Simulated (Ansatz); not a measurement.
# GaP− (doublet): wave-function methods side by side, aug-cc-pVDZ

One table from this session's results is given with a row withheld; the runs are named, their logs left out.

Method: aug-cc-pVDZ, core rule «outside noble gas», up to 19 orbitals frozen; program: Ansatz 0.2.0, Gaussian basis.

Plan: UHF; CCSD(T) on ROHF; CCSD(T) on UHF; BCCD(T) on ROHF; CISD; CCSDT(Q) on ROHF; CCSDT(Q) on UHF; CASSCF and MRCISD+Q, 9 electrons in 8 orbitals; CASSCF and NEVPT2, 9 electrons in 8 orbitals.

22 further runs of the same task are left out: 2 for a known fault of the program, 8 that didn't finish, 12 set aside as unsound or not needed.

## The system

The geometry is a PBE0/def2-TZVPD stationary point (not a proven minimum). No spin-orbit coupling is included. The filled d shell of Ga may be among the frozen orbitals whatever the setting's name suggests; the logs give the count.

2 atoms, charge -1, spin multiplicity 2.

Atoms are counted from 1 here; the program's logs count them from 0.

Bond lengths: P1–Ga2 2.129 Å.

The first run:

in.yaml reads:

```yaml
crystal:
  periodic: [false, false, false]
  atoms:
    - {symbol: P, position_ang: [0.000000, 0.000000, 0.000000]}
    - {symbol: Ga, position_ang: [0.000000, 0.000000, 2.129300]}
basis:
  gaussian: {orbitals: aug-cc-pVDZ}
total_charge: -1
magnetization: {spin_polarized: true, initial_magnetization: 1}
hamiltonian: {xc: hf}
output: {orbitals: {seedname: orbitals}}
```

The run is started by

```console
> ansatz run in.yaml --threads 1 --pin off --events-out ev --progress --plain --max-ram 2393MiB
```

Steps of the session up to this table: UHF; CCSD(T) on ROHF; CCSD(T) on UHF; BCCD(T) on ROHF; CISD; CCSDT(Q) on ROHF; CCSDT(Q) on UHF; CASSCF and MRCISD+Q, 9 electrons in 8 orbitals; CASSCF and NEVPT2, 9 electrons in 8 orbitals.

One of the session's tables, all rows but one given; the rest of the session is left out.

It belongs to the step «Misses and costs». 

| method | from RCCSDT(Q) (kcal/mol) |
| --- | --- |
| RMP2 | +18.91 |
| UMP2 | +24.11 |
| RCCSD | +10.53 |
| UCCSD | +10.25 |
| RCCSD(T) | +1.53 |
| UCCSD(T) | +1.84 |
| BCCD(T) | +1.57 |
| RCCSDT | +0.93 |
| UCCSDT | +0.80 |
| RCCSDT(Q) | 0 |
| UCCSDT(Q) | -0.25 |
| CASSCF valence | +91.28 |
| NEVPT2 valence | +21.18 |
| MRCISD valence | ? |
| MRCISD+Q valence | +0.54 |

Estimate the missing values for MRCISD valence.

The run gave: from RCCSDT(Q) (kcal/mol): +8.65. In the column «from RCCSDT(Q) (kcal/mol)» it lies between UCCSD(T) (+1.84) and UCCSD (+10.25).

Not comparable, so not listed: CISD (they don't share determinant, frozen orbitals or solution with the rows shown, or repeat one).

To keep in mind: Left out of the table: ROHF, UHF (another determinant or state than the rows shown). Warnings: spin contamination; coupled cluster took another determinant than the lowest. Restricted and unrestricted rows rest on different reference determinants; where their highest levels disagree by more than a few hundredths of an eV, they describe different states and don't form one ladder.
